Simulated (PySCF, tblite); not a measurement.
**C8H15P: geometry, infrared bands and NMR shifts**

Wanted: the infrared bands and NMR shifts of C8H15P (`C=CCP(/C=C\C)CC`), by calculation.

The runs use tblite 0.8.0 and PySCF 2.14.0, with density-fitted response routines of our own; the level of theory stands in each step. All values are computed, except where a source is named. Atoms are numbered from 0 throughout.

## 1. The molecule as given

24 atoms, charge 0, multiplicity 1; geometry from: force field or distance geometry start.

Bonds of the start (Å): C0–C1 1.32, C1–C2 1.50, C2–P3 1.83, P3–C4 1.84, C4–C5 1.34, C5–C6 1.49, P3–C7 1.84, C7–C8 1.51, C0–H9 1.08, C0–H10 1.09, C1–H11 1.10, C2–H12 1.09, C2–H13 1.09, C4–H14 1.10, C5–H15 1.08, C6–H16 1.09, C6–H17 1.09, C6–H18 1.10, C7–H19 1.10, C7–H20 1.10, C8–H21 1.10, C8–H22 1.10, C8–H23 1.08.

## 2. Geometry optimisation with GFN2-xTB

Job settings and geometry (Å):

```
{"job": {"kind": "relax", "xc": "GFN2-xTB", "basis": "xTB"}, "charge": 0, "multiplicity": 1}
C     -3.377600    -0.851600     0.389500
C     -2.152700    -1.054400     0.850600
C     -0.915200    -1.148300     0.004400
P      0.094000     0.253900     0.618700
C      1.613500    -0.003300    -0.389400
C      2.579000    -0.874600    -0.086600
C      2.682200    -1.795900     1.084600
C     -0.680900     1.670900    -0.261200
C      0.035500     2.976600     0.004200
H     -3.582800    -0.699600    -0.662800
H     -4.239500    -0.822000     1.063200
H     -2.027700    -1.230500     1.931800
H     -1.155000    -1.050600    -1.055900
H     -0.429600    -2.109500     0.164900
H      1.745200     0.601600    -1.296800
H      3.433100    -0.927000    -0.749400
H      2.734700    -2.830600     0.738600
H      3.596200    -1.590600     1.648300
H      1.841700    -1.720900     1.789000
H     -1.720400     1.769000     0.073300
H     -0.714500     1.479700    -1.339300
H      0.043000     3.220700     1.073700
H     -0.474100     3.805900    -0.502600
H      1.060100     2.950800    -0.351800
```

The run is started by

```
$ OMP_NUM_THREADS=1 python probes_run.py task.json out
```

This one command runs all jobs of the session in turn.

**Question.** This job is followed by: GFN2-xTB harmonic vibrations, gas phase; GIAO PBE0/pcSseg-1 NMR shielding, non-relativistic, gas phase. Predict these results of the whole session: strongest single infrared mode (GFN2-xTB); zero-point energy (GFN2-xTB); ¹³C shifts against TMS (PBE0/pcSseg-1); ¹H shifts against TMS (PBE0/pcSseg-1, means over atoms taken as alike); ³¹P shifts against H3PO4 (PBE0/pcSseg-1).

The runs gave:

| quantity | value |
| --- | --- |
| strongest single infrared mode (GFN2-xTB) | 3030 cm⁻¹, 109 km/mol |
| zero-point energy (GFN2-xTB) | 127.9 kcal/mol |
| ¹³C shifts against TMS (PBE0/pcSseg-1) | 149.4, 144.1, 142.5, 122.0, 44.8, 26.9, 20.9, 12.4 ppm |
| ¹H shifts against TMS (PBE0/pcSseg-1, means over atoms taken as alike) | 6.64, 6.13, 5.89, 5.32, 5.25, 2.33, 2.14, 1.52, 1.12 ppm |
| ³¹P shifts against H3PO4 (PBE0/pcSseg-1) | -74.3 ppm |

**Reading.** Over 124 steps the energy fell by 0.203 eV; of the close pairs, C2–P3 changed most, 1.834 to 1.884 Å. No mode is imaginary among the 66: a minimum at this level. Unscaled tight-binding wavenumbers are off by several per cent, some by more. Its intensities can rank the bands wrongly.
